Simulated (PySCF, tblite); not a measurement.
**C₄H₈BN₂O radical: geometry, infrared bands and EPR parameters**

What infrared bands and EPR parameters should C₄H₈BN₂O radical (`CC(=O)N1B[N]CC1`) show?

Computed with tblite 0.8.0 and PySCF 2.14.0, with density-fitted response routines of our own, on a single molecule in the gas phase. Atoms count from 0, in the outputs and in this text.

## 1. The molecule as given

16 atoms, charge 0, multiplicity 2; geometry from: force field or distance geometry start.

Bonds of the start (Å): C0–C1 1.51, C1–O2 1.27, C1–N3 1.43, N3–B4 1.50, B4–N5 1.51, N5–C6 1.47, C6–C7 1.55, C7–N3 1.44, C0–H8 1.11, C0–H9 1.10, C0–H10 1.11, B4–H11 1.18, C6–H12 1.12, C6–H13 1.11, C7–H14 1.11, C7–H15 1.10.

## 2. Relaxing the molecule with GFN2-xTB

Job settings and geometry (Å):

```
{"job": {"kind": "relax", "xc": "GFN2-xTB", "basis": "xTB"}, "charge": 0, "multiplicity": 2}
C      2.338700    -0.562700     0.014300
C      1.413700     0.546600     0.446400
O      1.913400     1.542300     1.048300
N      0.005600     0.474800     0.201800
B     -1.031300     1.455900     0.647000
N     -2.431500     0.991600     0.302100
C     -2.193500    -0.231600    -0.473900
C     -0.694200    -0.633300    -0.402100
H      2.032700    -1.514800     0.500500
H      3.376500    -0.335500     0.301200
H      2.269600    -0.674900    -1.089000
H     -0.800900     2.422700     1.276500
H     -2.835300    -1.050000    -0.056700
H     -2.485000    -0.054300    -1.529200
H     -0.580200    -1.543400     0.216500
H     -0.305700    -0.824400    -1.415100
```

Run with:

```
OMP_NUM_THREADS=1 python probes_run.py task.json out
```

This one command runs all jobs of the session in turn.

**Question.** This job is followed by: GFN2-xTB harmonic vibrations, gas phase; UKS B3LYP, pcH-1 on B C H N O, non-relativistic, mean-field spin-orbit, GIAO. Predict these results of the whole session: strongest single infrared mode (GFN2-xTB); zero-point energy (GFN2-xTB); g(iso) (B3LYP); ⟨S²⟩; largest a(iso) (averaged by class); potential on the surface of density 0.002 e/bohr³, 1st and 99th percentile.

The runs gave:

| quantity | value |
| --- | --- |
| strongest single infrared mode (GFN2-xTB) | 1716 cm⁻¹, 413 km/mol |
| zero-point energy (GFN2-xTB) | 77.1 kcal/mol |
| g(iso) (B3LYP) | 2.00688 |
| ⟨S²⟩ | 0.758 (exact 0.75) |
| largest a(iso) (averaged by class) | 1H on H12, H13, 152.1 MHz |
| potential on the surface of density 0.002 e/bohr³, 1st and 99th percentile | -1.87 V and 1.41 V |

In words: The optimisation took 58 steps and gained 0.697 eV; among the close pairs (by a distance rule), B4–N5 changed most, from 1.515 to 1.397 Å. No mode is imaginary among the 42: a minimum at this level. The strongest single mode, at 1716 cm⁻¹, moves mainly C1 and O2. GFN2-xTB is a fitted tight-binding method: band positions and strengths are rough. Its intensities can rank the bands wrongly. Most of the unpaired spin sits on N5 (0.73 e). The isotropic g lies 4.6 ppt above the free-electron value. The conformer search found further structures of the same energy, which may be mirror or relabelled copies of this one.
